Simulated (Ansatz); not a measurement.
What does this script print? It uses the Ansatz DFT code, driven from Python.

`run_torsion.py`:
```python
"""Energy of CH5MgNS as one group turns about a bond."""

import ansatz as az
from ase import Atoms

atoms = Atoms(["C", "S", "Mg", "N", "H", "H", "H", "H", "H"], positions=[
    (0.4501, 1.1798, -1.5414),
    (1.863, 0.4399, -0.8254),
    (0.4825, -0.7456, 0.8016),
    (-0.5674, -1.7526, 2.2128),
    (-0.2845, 0.4333, -1.948),
    (-0.1163, 1.8463, -0.7827),
    (0.7379, 1.8828, -2.3888),
    (-1.2998, -2.308, 1.6716),
    (-1.177, -1.0221, 2.7832),
])

# relax first, so that the scan starts from a minimum
first = (
    az.Crystal.molecule_from_ase(atoms).calculation()
    .basis(gaussian="cc-pVDZ")
    .functional("pbe")
    .relax(force_tolerance=0.02, max_steps=80)  # relax until the tolerances are met
)
atoms.positions = first.run(threads=1).report["positions_ang"]

start = atoms.get_dihedral(2, 1, 0, 4)
energies = {}
for turn in range(0, 121, 15):
    turned = atoms.copy()
    turned.set_dihedral(2, 1, 0, 4, start + turn, indices=[0, 4, 5, 6])
    calculation = (
        az.Crystal.molecule_from_ase(turned).calculation()
        .basis(gaussian="cc-pVDZ")
        .functional("pbe")
    )
    energies[round((start + turn) % 360)] = calculation.run(threads=1).report["free_energy_ev"]
floor = min(energies.values())
print("dihedral Mg2-S1-C0-H4 (deg)   E - E(min) (kcal/mol)")
for angle, e in sorted(energies.items()):
    print(f"{angle:8d} {23.060548 * (e - floor):14.3f}  " + "#" * int(30 * (e - floor) / max(max(energies.values()) - floor, 1e-9)))
```

Output of `python run_torsion.py`:
```text
dihedral Mg2-S1-C0-H4 (deg)   E - E(min) (kcal/mol)
      12          0.505  ##################
      27          0.619  ######################
      42          0.720  ##########################
      57          0.813  ##############################
     297          0.000
     312          0.030  #
     327          0.118  ####
     342          0.242  ########
     357          0.378  #############
```

The scan is rigid and the energies are electronic, in a modest basis. With rigid groups the curve can differ much from the relaxed path, the start wasn't checked as a minimum of this torsion, and equivalent turns needn't return to the same energy. It ran for 49 s on 1 thread of Arm Neoverse V2, with other jobs on the host, peak memory 0.22 GiB.

(A comment or docstring line of the script was reworded after the run, the code is as it ran.)
